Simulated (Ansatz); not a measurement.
# SiTe: phonon spectrum

The task, for SiTe: find the equilibrium cell, tighten the relaxation for response calculations and compute the phonon dispersion and the harmonic thermodynamics.

Computed with Ansatz 0.2.0 (DFT PBEsol, scalar-relativistic, plane waves, PAW, unless a step's input says otherwise).

2 further runs of the same task are left out: 2 that didn't finish.

## Step 1: Starting point

Symmetry: P6_3/mmc, No. 194, hexagonal system. Conventional cell: a = 3.352 Å, b = 3.352 Å, c = 5.493 Å, α = 90.00°, β = 90.00°, γ = 120.00°. Si (site symmetry -6m2) has 6 Te at 2.37 Å as nearest neighbours. Te (site symmetry -3m) has 6 Si at 2.37 Å as nearest neighbours.

Structure file:

```cif
data_structure
_symmetry_space_group_name_H-M 'P 1'
_symmetry_Int_Tables_number 1
_cell_length_a 3.3522
_cell_length_b 3.3522
_cell_length_c 5.4930
_cell_angle_alpha 90.000
_cell_angle_beta 90.000
_cell_angle_gamma 120.000
_cell_volume 53.46
loop_
_atom_site_label
_atom_site_type_symbol
_atom_site_fract_x
_atom_site_fract_y
_atom_site_fract_z
_atom_site_occupancy
Si1 Si 0.33333 0.66667 0.25000 1
Si2 Si 0.66667 0.33333 0.75000 1
Te1 Te 0.00000 0.00000 0.00000 1
Te2 Te 0.00000 0.00000 0.50000 1
```

This is a trial structure built by rule; it need not be a known or stable form of this composition.

(A quick probe on a coarse mesh, which set the mesh and smearing, is not shown.)

## Step 3: Rough relaxation on the coarse mesh

The input, input.yaml:

```yaml
crystal:
  lattice:
    - [3.3522423408, 0.0, 0.0]
    - [-1.6761211704, 2.9031270267, 0.0]
    - [0.0, 0.0, 5.4929865772]
  atoms:
    - { symbol: Si, position: [0.3333333333, 0.6666666667, 0.25] }
    - { symbol: Si, position: [0.6666666667, 0.3333333333, 0.75] }
    - { symbol: Te, position: [0.0, 0.0, 0.0] }
    - { symbol: Te, position: [0.0, 0.0, 0.5] }
basis:
  ecutwfc: 420
kpoints:
  mp_grid: { grid: [6, 6, 4] }
hamiltonian:
  xc: pbesol
scf:
  occupations: { method: gaussian, width: 0.1 }
output:
  forces: true
  stress: true
  eigenvalues: true
relax:
  adjacent_minimum: "off"
  f_tol: 0.05
  max_steps: 80
  cell: { stress_tol: 0.5 }
```

Command:

```
$ ansatz run input.yaml --threads 2 --pin off --max-ram 7168MiB --backend cpu --events-out ev --progress --plain --runs-dir out
```

The session goes on with these runs: the relaxation; relaxing to 0.001 eV/Å, with the smearing for a metal; phonon dispersion.

What does the calculation give? Wanted: relaxed cell; volume; formation energy; highest frequency on the q mesh; lowest mode on the q mesh.

The runs gave:

```
                                                               quantity                                                                       value
                                                           relaxed cell  a = 3.820 Å, b = 3.820 Å, c = 7.368 Å, α = 90.00°, β = 90.00°, γ = 120.00°
                                                   space group (0.01 Å)                                                          P6_3/mmc (No. 194)
                                                                 volume                                                               23.28 Å³/atom
formation energy (elements from runs with the same settings, not shown)                                                               +0.29 eV/atom
                                        highest frequency on the q mesh                                                                    282 cm⁻¹
                                              lowest mode on the q mesh                                      128i cm⁻¹ at q = (0.000, 0.000, 0.000)
```

What this shows: The volume changed by +74 %, so the start was far from this level's equilibrium or the structure changed its character. The structure is dynamically unstable: at q = (0.00, 0.00, 0.00) a mode is imaginary, 128i cm⁻¹, so the cell with that distortion lies lower. The q mesh is coarse, so values between its points are rough. The runs treat Te without spin-orbit coupling. In a metal such response values depend on mesh and smearing, which were not converged here.
